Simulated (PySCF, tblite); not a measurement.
# C5H6ClNO: vibronic structure

What do calculations give for the vibronic structure of C5H6ClNO (`N/C=C(Cl)\C=C\C=O`)?

Programs: tblite 0.8.0 and PySCF 2.14.0, with routines of our own; each step states its level. All values are computed. Atoms count from 0.

## (1) The system as given

14 atoms, charge 0, multiplicity 1; geometry from: force field or distance geometry start.

## (2) Geometry optimisation with GFN2-xTB

Job settings and geometry (Å):

```
{"job": {"kind": "relax", "xc": "GFN2-xTB", "basis": "xTB"}, "charge": 0, "multiplicity": 1}
N     -2.103500     0.385000    -1.021900
C     -2.038400     0.278900     0.401200
C     -0.815500     0.056800     0.910500
Cl    -0.536000    -0.097000     2.616400
C      0.318500    -0.046800     0.020700
C      1.531900    -0.261500     0.514700
C      2.630400    -0.350100    -0.457300
O      3.795000    -0.550800    -0.013600
H     -1.709400    -0.419600    -1.564400
H     -2.542900     1.218300    -1.482600
H     -2.911500     0.357000     1.040800
H      0.204400     0.044900    -1.062300
H      1.696500    -0.360100     1.600100
H      2.479900    -0.255300    -1.524400
```

The run is started by

```console
$ OMP_NUM_THREADS=1 python excited_run.py task.json out
```

This one command runs all jobs of the session in turn.

The log of the run:

```text
step      E/eV     max force
  0    -685.67724    4.713
  1    -685.89387    4.685
  2    -686.06606    0.847
  3    -686.13848    0.849
  4    -686.23570    0.910
  5    -686.30521    0.949
  6    -686.37317    0.765
  7    -686.41498    0.573
  8    -686.46052    0.406
  9    -686.47747    0.404
 10    -686.50253    0.398
 11    -686.52000    0.368
 12    -686.53580    0.393
 13    -686.54736    0.391
 14    -686.56110    0.454
 15    -686.58096    0.477
 16    -686.59961    0.373
 17    -686.61447    0.279
 18    -686.62844    0.304
 19    -686.64201    0.392
 20    -686.64752    0.717
 21    -686.66332    0.253
 22    -686.67169    0.285
 23    -686.67998    0.206
 24    -686.68331    0.194
 25    -686.68596    0.116
 26    -686.68765    0.134
 27    -686.68920    0.131
 28    -686.69081    0.126
 29    -686.69244    0.110
 30    -686.69449    0.138
 31    -686.69655    0.115
 32    -686.69888    0.160
 33    -686.70054    0.106
 34    -686.70239    0.170
 35    -686.70384    0.109
 36    -686.70572    0.122
 37    -686.70743    0.123
 38    -686.70937    0.131
 39    -686.71098    0.130
 40    -686.71224    0.137
 41    -686.71313    0.117
 42    -686.71377    0.148
 43    -686.71432    0.114
 44    -686.71518    0.087
 45    -686.71595    0.084
 46    -686.71693    0.061
 47    -686.71735    0.033
 48    -686.71747    0.033
 49    -686.71754    0.031
 50    -686.71767    0.023
 51    -686.71780    0.025
 52    -686.71789    0.019
 53    -686.71792    0.018
 54    -686.71795    0.015
 55    -686.71799    0.018
 56    -686.71806    0.019
 57    -686.71813    0.018
 58    -686.71816    0.017
 59    -686.71818    0.014
 60    -686.71820    0.011
 61    -686.71823    0.011
 62    -686.71826    0.012
 63    -686.71827    0.011
 64    -686.71828    0.009
```

It took 0.39 s on 1 thread of Arm Neoverse V2, shared host.

Relaxation path: (not every step is listed)

```tsv
step	energy from step 0 (eV)	largest force (eV/Å)
0	0.0000	4.7135
1	-0.2166	4.6847
2	-0.3888	0.8473
3	-0.4612	0.8488
4	-0.5585	0.9100
5	-0.6280	0.9492
6	-0.6959	0.7653
7	-0.7377	0.5733
8	-0.7833	0.4059
13	-0.8701	0.3910
18	-0.9512	0.3036
23	-1.0027	0.2063
28	-1.0136	0.1257
33	-1.0233	0.1063
38	-1.0321	0.1306
43	-1.0371	0.1144
48	-1.0402	0.0331
53	-1.0407	0.0179
58	-1.0409	0.0166
59	-1.0409	0.0145
60	-1.0410	0.0115
61	-1.0410	0.0112
62	-1.0410	0.0121
63	-1.0410	0.0110
64	-1.0410	0.0091
```

Distances of close pairs at the start and the end, largest changes first:

```tsv
bond	before (Å)	after (Å)	change (Å)
N0–C1	1.429	1.356	-0.073
C6–O7	1.262	1.209	-0.053
N0–H9	1.049	1.004	-0.045
N0–H8	1.047	1.005	-0.042
C6–H13	1.082	1.112	+0.030
C5–C6	1.469	1.445	-0.024
C5–H12	1.102	1.080	-0.023
C4–C5	1.328	1.349	+0.021
```

The end geometry stands in the next job.

## (3) Infrared spectrum with GFN2-xTB

Job settings and geometry (Å):

```
{"job": {"kind": "ir", "xc": "GFN2-xTB", "basis": "xTB"}, "charge": 0, "multiplicity": 1}
N     -2.366163     0.328163    -1.017344
C     -2.016440     0.303173     0.292496
C     -0.771666     0.093336     0.790461
Cl    -0.641980     0.025140     2.528265
C      0.424131    -0.071323     0.034818
C      1.658247    -0.301994     0.528191
C      2.808617    -0.445179    -0.334927
O      3.942608    -0.651074     0.030766
H     -1.648698     0.356930    -1.721139
H     -3.267973     0.689406    -1.270421
H     -2.839336     0.411649     0.984991
H      0.313189    -0.000867    -1.041455
H      1.830809    -0.389418     1.590362
H      2.573978    -0.348415    -1.417231
```

The log of the run:

```text
mode    cm-1     km/mol
  1      79.0      4.15
  2     103.1      1.87
  3     138.8      0.84
  4     210.2      3.42
  5     213.5      1.85
  6     220.9     11.99
  7     282.7      4.31
  8     321.4    348.15
  9     415.1     25.36
 10     424.2      0.54
 11     488.5      2.95
 12     498.9     13.48
 13     553.5     22.70
 14     721.5     12.05
 15     758.8      0.09
 16     874.1     18.03
 17     914.7      7.37
 18     973.0     16.89
 19    1041.0      4.54
 20    1114.0     72.73
 21    1142.9    181.17
 22    1193.1      8.21
 23    1258.3     57.91
 24    1283.0     56.80
 25    1342.2      1.80
 26    1395.4     13.89
 27    1469.8     45.81
 28    1593.5    960.73
 29    1633.3    290.89
 30    1725.1    384.59
 31    2713.6    152.40
 32    3027.5     28.92
 33    3080.9     15.98
 34    3101.2     20.77
 35    3480.7     59.57
 36    3543.9     20.52
```

Wall time 0.41 s (1 thread of Arm Neoverse V2, shared host).

The strongest bands and the atoms that carry them (share of the mass-weighted mode):

```tsv
cm⁻¹	km/mol	atoms
321	348.1	H9 67 %, H8 18 %, N0 12 %
1114	72.7	C2 40 %, C4 25 %
1143	181.2	C6 37 %, C5 34 %, H12 16 %
1594	960.7	C4 37 %, C5 29 %, C2 12 %, C1 10 %
1633	290.9	C1 42 %, C2 19 %, C5 15 %, C4 11 %
1725	384.6	C6 57 %, O7 35 %
2714	152.4	H13 94 %
3481	59.6	H8 64 %, H9 32 %
```

## (4) Vibronic structure: TDDFT HF/cc-pVDZ

Settings changed since step 3:

```diff
@@ -1,2 +1,2 @@
-{"job": {"kind": "ir", "xc": "GFN2-xTB", "basis": "xTB"}, "charge": 0, "multiplicity": 1}
+{"job": {"kind": "vib", "xc": "HF", "basis": "cc-pVDZ", "tda": false}, "charge": 0, "multiplicity": 1}
 N     -2.366163     0.328163    -1.017344
```

Method: TDDFT HF/cc-pVDZ vertical-gradient vibronic structure (displaced harmonic oscillators, Condon), gas phase.

The log of the run:

```text
final grid: 57352 points
cycle   1  E = -781.3918126216  dE =  2.169e+00  |g| = 8.687e-01  |ddm| = 6.379e+00
cycle   2  E = -781.5158295407  dE = -1.240e-01  |g| = 7.077e-01  |ddm| = 2.485e+00
cycle   3  E = -781.6199903681  dE = -1.042e-01  |g| = 9.742e-02  |ddm| = 1.182e+00
cycle   4  E = -781.6253578970  dE = -5.368e-03  |g| = 3.840e-02  |ddm| = 2.971e-01
cycle   5  E = -781.6261477455  dE = -7.898e-04  |g| = 1.646e-02  |ddm| = 9.941e-02
cycle   6  E = -781.6263780596  dE = -2.303e-04  |g| = 6.935e-03  |ddm| = 6.164e-02
cycle   7  E = -781.6264233509  dE = -4.529e-05  |g| = 3.126e-03  |ddm| = 3.115e-02
cycle   8  E = -781.6264294273  dE = -6.076e-06  |g| = 1.145e-03  |ddm| = 1.119e-02
cycle   9  E = -781.6264306083  dE = -1.181e-06  |g| = 4.284e-04  |ddm| = 5.476e-03
cycle  10  E = -781.6264307329  dE = -1.246e-07  |g| = 1.650e-04  |ddm| = 1.398e-03
cycle  11  E = -781.6264307496  dE = -1.666e-08  |g| = 3.739e-05  |ddm| = 6.862e-04
cycle  12  E = -781.6264307503  dE = -6.967e-10  |g| = 1.419e-05  |ddm| = 1.206e-04
converged SCF energy = -781.6264307503

Singlet excitations (eV, f): 4.581 (0.0003)  4.914 (0.8995)  6.361 (0.0011)  6.985 (0.0063)  7.345 (0.1102)  8.271 (0.0011)

State S1  4.5811 eV  f = 0.00028  H-2->L 0.60, H-2->L+3 0.26
  relaxed dipole 4.337 D, largest gradient of the excitation energy 0.1025 Eh/bohr
  mode    cm-1        S   lambda/meV  Raman
   30   1725.1    0.8779     187.8   1.000
    2    103.1    1.7700      22.6   0.007
    8    321.4    0.2165       8.6   0.009
   11    488.5    0.1335       8.1   0.012
    7    282.7    0.2219       7.8   0.007
   28   1593.5    0.0323       6.4   0.031
   23   1258.3    0.0228       3.5   0.014
   13    553.5    0.0468       3.2   0.005
   21   1142.9    0.0199       2.8   0.010
   22   1193.1    0.0151       2.2   0.008
   12    498.9    0.0327       2.0   0.003
   25   1342.2    0.0071       1.2   0.005
  reorganisation energy 0.2606 eV, total S 3.442, 0-0 4.3206 eV
  absorption maximum 4.573 eV, width 0.488 eV

State S2  4.9141 eV  f = 0.89953  H->L 0.95
  relaxed dipole 9.602 D, largest gradient of the excitation energy 0.1107 Eh/bohr
  mode    cm-1        S   lambda/meV  Raman
   28   1593.5    1.9920     393.6   1.000
    8    321.4    1.2104      48.2   0.025
   21   1142.9    0.2643      37.4   0.068
   11    488.5    0.4966      30.1   0.023
   10    424.2    0.5639      29.7   0.020
   27   1469.8    0.1396      25.4   0.060
   29   1633.3    0.0827      16.8   0.044
   23   1258.3    0.1047      16.3   0.033
   25   1342.2    0.0815      13.6   0.029
   12    498.9    0.1463       9.0   0.007
   26   1395.4    0.0430       7.4   0.017
   24   1283.0    0.0460       7.3   0.015
  reorganisation energy 0.6548 eV, total S 5.584, 0-0 4.2593 eV
  absorption maximum 4.899 eV, width 0.786 eV

State S5  7.3451 eV  f = 0.11020  H-1->L 0.71, H->L+3 0.18
  relaxed dipole 7.720 D, largest gradient of the excitation energy 0.1015 Eh/bohr
  mode    cm-1        S   lambda/meV  Raman
   28   1593.5    1.0180     201.1   1.000
   11    488.5    1.2860      77.9   0.119
   20   1114.0    0.3062      42.3   0.147
   21   1142.9    0.2303      32.6   0.116
   30   1725.1    0.1280      27.4   0.147
   12    498.9    0.3811      23.6   0.037
   23   1258.3    0.0697      10.9   0.043
    2    103.1    0.5746       7.3   0.002
   10    424.2    0.1061       5.6   0.007
   29   1633.3    0.0273       5.5   0.028
   25   1342.2    0.0303       5.0   0.021
   27   1469.8    0.0173       3.1   0.014
  reorganisation energy 0.4588 eV, total S 4.581, 0-0 6.8862 eV
  absorption maximum 7.288 eV, width 0.612 eV

State T1  2.2592 eV  f = 0.00000  H->L 0.82
  relaxed dipole 6.098 D, largest gradient of the excitation energy 0.1320 Eh/bohr
  mode    cm-1        S   lambda/meV  Raman
   28   1593.5    2.4542     484.9   1.000
   23   1258.3    0.3302      51.5   0.084
   27   1469.8    0.1675      30.5   0.058
   25   1342.2    0.1427      23.7   0.041
   21   1142.9    0.1644      23.3   0.034
   11    488.5    0.2648      16.0   0.010
   26   1395.4    0.0557       9.6   0.017
    2    103.1    0.7369       9.4   0.001
   12    498.9    0.1429       8.8   0.006
   24   1283.0    0.0448       7.1   0.012
   10    424.2    0.1245       6.5   0.004
   19   1041.0    0.0334       4.3   0.006
  reorganisation energy 0.6882 eV, total S 4.854, 0-0 1.5711 eV
  absorption maximum 2.167 eV, width 0.674 eV
```

Run time: 15 s. Hardware: 1 thread of Arm Neoverse V2, shared host; peak memory 0.7 GiB.

## (5) Vibronic structure: TDDFT mPW1PW91/cc-pVDZ

Settings changed since step 4:

```diff
@@ -1,2 +1,2 @@
-{"job": {"kind": "vib", "xc": "HF", "basis": "cc-pVDZ", "tda": false}, "charge": 0, "multiplicity": 1}
+{"job": {"kind": "vib", "xc": "mPW1PW91", "basis": "cc-pVDZ", "tda": false, "nstates": 2, "nbright": 1}, "charge": 0, "multiplicity": 1}
 N     -2.366163     0.328163    -1.017344
```

With the program's defaults for keys left out, this is: TDDFT mPW1PW91/cc-pVDZ vertical-gradient vibronic structure (displaced harmonic oscillators, Condon), gas phase.

The log of the run:

```text
final grid: 57352 points
cycle   1  E = -784.0757216391  dE =  1.438e+00  |g| = 8.277e-01  |ddm| = 7.269e+00
cycle   2  E = -781.4420557167  dE =  2.634e+00  |g| = 2.661e+00  |ddm| = 4.338e+00
cycle   3  E = -784.1597439700  dE = -2.718e+00  |g| = 4.857e-01  |ddm| = 3.921e+00
cycle   4  E = -784.2353878572  dE = -7.564e-02  |g| = 1.755e-01  |ddm| = 1.030e+00
cycle   5  E = -784.2392319950  dE = -3.844e-03  |g| = 1.184e-01  |ddm| = 4.088e-01
cycle   6  E = -784.2426909186  dE = -3.459e-03  |g| = 3.328e-02  |ddm| = 2.201e-01
cycle   7  E = -784.2429896646  dE = -2.987e-04  |g| = 9.722e-03  |ddm| = 5.825e-02
cycle   8  E = -784.2430099189  dE = -2.025e-05  |g| = 4.662e-03  |ddm| = 2.194e-02
cycle   9  E = -784.2430153835  dE = -5.465e-06  |g| = 1.792e-03  |ddm| = 1.051e-02
cycle  10  E = -784.2430162293  dE = -8.458e-07  |g| = 6.181e-04  |ddm| = 3.882e-03
cycle  11  E = -784.2430163071  dE = -7.783e-08  |g| = 1.672e-04  |ddm| = 1.016e-03
cycle  12  E = -784.2430163133  dE = -6.175e-09  |g| = 2.281e-05  |ddm| = 2.638e-04
cycle  13  E = -784.2430163134  dE = -1.294e-10  |g| = 1.359e-05  |ddm| = 6.280e-05
converged SCF energy = -784.2430163134

Singlet excitations (eV, f): 3.420 (0.0000)  4.126 (0.5296)

State S1  3.4205 eV  f = 0.00004  H-1->L 0.94
  relaxed dipole 4.513 D, largest gradient of the excitation energy 0.1119 Eh/bohr
  mode    cm-1        S   lambda/meV  Raman
   30   1725.1    0.6027     128.9   1.000
   28   1593.5    0.4814      95.1   0.682
   21   1142.9    0.6173      87.5   0.450
   13    553.5    0.2586      17.7   0.044
    2    103.1    0.7345       9.4   0.004
   26   1395.4    0.0533       9.2   0.058
   23   1258.3    0.0547       8.5   0.048
   29   1633.3    0.0251       5.1   0.037
   11    488.5    0.0778       4.7   0.010
    8    321.4    0.1139       4.5   0.007
   25   1342.2    0.0261       4.3   0.026
   19   1041.0    0.0297       3.8   0.018
  reorganisation energy 0.3879 eV, total S 3.183, 0-0 3.0326 eV
  absorption maximum 3.249 eV, width 0.626 eV

State S2  4.1263 eV  f = 0.52956  H->L 0.96
  relaxed dipole 9.572 D, largest gradient of the excitation energy 0.0406 Eh/bohr
  mode    cm-1        S   lambda/meV  Raman
   11    488.5    0.8481      51.4   0.712
   10    424.2    0.5384      28.3   0.341
   28   1593.5    0.1119      22.1   1.000
   20   1114.0    0.1463      20.2   0.639
   12    498.9    0.2032      12.6   0.178
    7    282.7    0.3131      11.0   0.088
   23   1258.3    0.0457       7.1   0.255
   21   1142.9    0.0396       5.6   0.182
   30   1725.1    0.0260       5.6   0.272
    8    321.4    0.1218       4.9   0.044
   27   1469.8    0.0204       3.7   0.155
    2    103.1    0.2701       3.5   0.010
  reorganisation energy 0.1868 eV, total S 2.860, 0-0 3.9394 eV
  absorption maximum 4.057 eV, width 0.304 eV

State T1  2.2661 eV  f = 0.00000  H->L 0.95
  relaxed dipole 7.954 D, largest gradient of the excitation energy 0.0887 Eh/bohr
  mode    cm-1        S   lambda/meV  Raman
   28   1593.5    1.1958     236.2   1.000
   23   1258.3    0.1567      24.4   0.082
   21   1142.9    0.1557      22.1   0.067
   27   1469.8    0.1103      20.1   0.078
   11    488.5    0.3162      19.2   0.025
   25   1342.2    0.0974      16.2   0.058
   10    424.2    0.2896      15.2   0.017
   12    498.9    0.1117       6.9   0.009
    8    321.4    0.1497       6.0   0.005
   26   1395.4    0.0333       5.8   0.021
   29   1633.3    0.0232       4.7   0.020
    2    103.1    0.3208       4.1   0.001
  reorganisation energy 0.3992 eV, total S 3.291, 0-0 1.8669 eV
  absorption maximum 2.269 eV, width 0.504 eV
```

It took 25 s on 1 thread of Arm Neoverse V2, shared host; peak memory 0.72 GiB.

## (6) Summary of results

| quantity | value |
| --- | --- |
| strongest single infrared mode (GFN2-xTB) | 1594 cm⁻¹, 961 km/mol |
| zero-point energy (GFN2-xTB) | 61.9 kcal/mol |
| S1: vertical, reorganisation, 0-0, total S (step 4, TDDFT HF/cc-pVDZ, modes from GFN2-xTB) | 4.58, 0.26, 4.32 eV; 3.4 |
| S2: vertical, reorganisation, 0-0, total S (step 4, TDDFT HF/cc-pVDZ, modes from GFN2-xTB) | 4.91, 0.65, 4.26 eV; 5.6 |
| S5: vertical, reorganisation, 0-0, total S (step 4, TDDFT HF/cc-pVDZ, modes from GFN2-xTB) | 7.35, 0.46, 6.89 eV; 4.6 |
| S1: vertical, reorganisation, 0-0, total S (step 5, TDDFT mPW1PW91/cc-pVDZ, modes from GFN2-xTB) | 3.42, 0.39, 3.03 eV; 3.2 |
| S2: vertical, reorganisation, 0-0, total S (step 5, TDDFT mPW1PW91/cc-pVDZ, modes from GFN2-xTB) | 4.13, 0.19, 3.94 eV; 2.9 |
| T1: vertical, reorganisation, 0-0, total S (step 5, TDA mPW1PW91/cc-pVDZ, modes from GFN2-xTB) | 2.27, 0.40, 1.87 eV; 3.3 |

In words: All 36 modes are real, so the xTB geometry is a minimum. The strongest single mode, at 1594 cm⁻¹, is carried by C4, C5, C2, C1. Unscaled tight-binding wavenumbers are off by several per cent, some by more. Its intensities can rank the bands wrongly. The vibronic model keeps the ground-state modes (from xTB) and shifts them along the gradient alone, so it can miss much of the relaxation that a full optimisation finds.
